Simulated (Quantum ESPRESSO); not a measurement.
TaF3:

```xyz
4
Lattice="3.9012 0.0000 0.0000 0.0000 3.9012 0.0000 0.0000 0.0000 3.9012" Properties=species:S:1:pos:R:3 pbc="T T T"
Ta    0.0000    0.0000    0.0000
F     0.0000    0.0000    1.9506
F     0.0000    1.9506    0.0000
F     1.9506    0.0000    0.0000
```

Base run:

```yaml
Program: Quantum ESPRESSO 7.5
Functional: LDA
Potentials_or_basis: GBRV 1.5 LDA
Cutoff: 762 eV
Density_cutoff: 6095 eV
k_mesh: 7 × 7 × 7
Occupations: fermi-dirac, width 0.05 eV
Spin: no spin polarisation
```

Its results: band gap on the k mesh none (metal or under the smearing width); pressure 15.9 GPa.

Problem. The run is repeated on the same cell with these changes: functional from LDA to PBEsol; potentials or basis from GBRV 1.5 LDA to GBRV 1.5 PBEsol. What comes out?

Solution. Band gap on the k mesh none (metal or under the smearing width); pressure 20.8 GPa.

Caveats: so large a pressure means that the cell lies far from this level's equilibrium, or that cutoff or potentials fall short; spin-orbit coupling is left out, which moves the levels of the heavy elements.
